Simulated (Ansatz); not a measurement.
**Tuning one run: PBEsol, a 2×2×1 supercell of BaLaSi2 (Cmcm), with one vacancy, on 56 threads, Neoverse N1**

The runs below are of Ansatz 0.2.0 on an Arm Neoverse N1 node (56 of its 64 cores, memory capped at 64 GiB), one at a time and with no other job on the machine; times are wall-clock times from launch to exit. Times and memory are rounded to two significant figures, and ratios are formed from the unrounded values. A row is a single run, so small differences between rows aren't established. Precision is the program's default, which can work at lower precision in parts of a run.

Commands are shown without the flags for output files and display.

The PAW files were made with PBE. For this functional the program regenerates the frozen cores at set-up.

* atoms: 31
* valence electrons: 222
* cell volume: 952.9 Å³
* cutoff (chosen by the program): 420 eV
* k mesh: 3×3×3
* k points solved: 8
* symmetry operations used (translations within a supercell counted): 4
* plane waves at Γ: 18643
* dense FFT grid: 108×108×48
* bands at the start: 142
* spin: none
* first density: atoms corrected by the program's trained network

Input used:

```yaml
accuracy: low
crystal:
  lattice:
    - [4.671122, -15.108240, 0.000000]
    - [4.671122, 15.108240, 0.000000]
    - [0.000000, 0.000000, 6.751237]
  atoms:
    - { symbol: Ba, position: [0.139204, 0.360796, 0.750000] }
    - { symbol: La, position: [0.273819, 0.226182, 0.750000] }
    - { symbol: La, position: [0.226182, 0.273819, 0.250000] }
    # ... 27 more atoms, left out here ...
    - { symbol: Si, position: [0.537091, 0.962909, 0.431018] }
kpoints:
  mp_grid: { grid: [3, 3, 3] }
hamiltonian:
  xc: pbesol
scf:
  occupations: { method: fermi_dirac, width: 0.1 }
output: { forces: true, stress: true }
```

Base command:

```bash
taskset -c 8-63 ansatz run input.yaml --backend cpu --max-ram 64GiB
```

Each row changes one flag of the command or one key of the input.

```csv
change,wall time,against the base,SCF clock,outside it,dense FFT grid,SCF iterations,Hamiltonian applications,residual at close of the first SCF (eV),CPU time,host memory (GiB),remarks
none,9.0 s,1.0,8.4 s,0.61 s,108×108×48,8,24527,4e-7,6.9 min,5.2,
scf.convergence: { dr2_threshold: 1.0e-4 },8.3 s,0.92,7.7 s,0.61 s,108×108×48,6,21107,1e-5,6.3 min,5.2,SCF threshold loose for stress (1e-4 against 3.1e-9 eV); SCF threshold looser than the default (1e-4 against 9.5e-7 eV or less)
none (run again),9.0 s,1.0,8.4 s,0.61 s,108×108×48,8,24527,4e-7,6.9 min,5.2,
scf.convergence: { dr2_threshold: 1.0e-8 },10 s,1.2,9.7 s,0.61 s,108×108×48,10,28629,5e-9,8.0 min,5.2,SCF threshold loose for stress (1e-8 against 3.1e-9 eV)
```

The SCF clock is the program's own. It runs from the start of the first SCF loop to the final result and holds forces, stress, later SCFs and response steps. Outside it lie start-up, exit and the set-up ahead of the first loop, which depends on the cell and the method.

«SCF threshold loose for stress (a against b)»: the program warns that its threshold a on the density residual is looser than the b that it advises where a stress is wanted. The warning is on the threshold set and not on the residual reached, which can lie below it; a run set to the advised value can need more iterations. «SCF threshold looser than the default»: the program warns that the typed threshold on the density residual is looser than its own for this run, and that the error in the forces grows as its square root.

Iterations aren't equal work: a pass can take more eigensolver sweeps or be solved again. The count of Hamiltonian applications to a band shows the eigensolver's work better.

The program warns of a typed threshold and leaves its default unwarned. The base closed at a density residual of 4e-7 eV, above the 3.1e-9 eV advised for a stress.

The repeat differs from the base by about 1 %; one repeat gives only a first idea of the noise.

Any of these changes can move the last digits, and in magnets or hard cases the state reached. These set the accuracy outright and can move results by much more, which the times don't show: basis.ecutrho_ratio: 6; scf.convergence: { dr2_threshold: 1.0e-4 }; scf.convergence: { dr2_threshold: 1.0e-8 }.

Problem. What does the change «basis.ecutrho_ratio: 6» do to the time?

Solution. The run took 9.3 s, about 3 % more than the base, in 8 SCF iterations against 8. It has 135×135×60 points in the dense FFT grid, against 108×108×48. It counts 24033 Hamiltonian applications, against 24527.
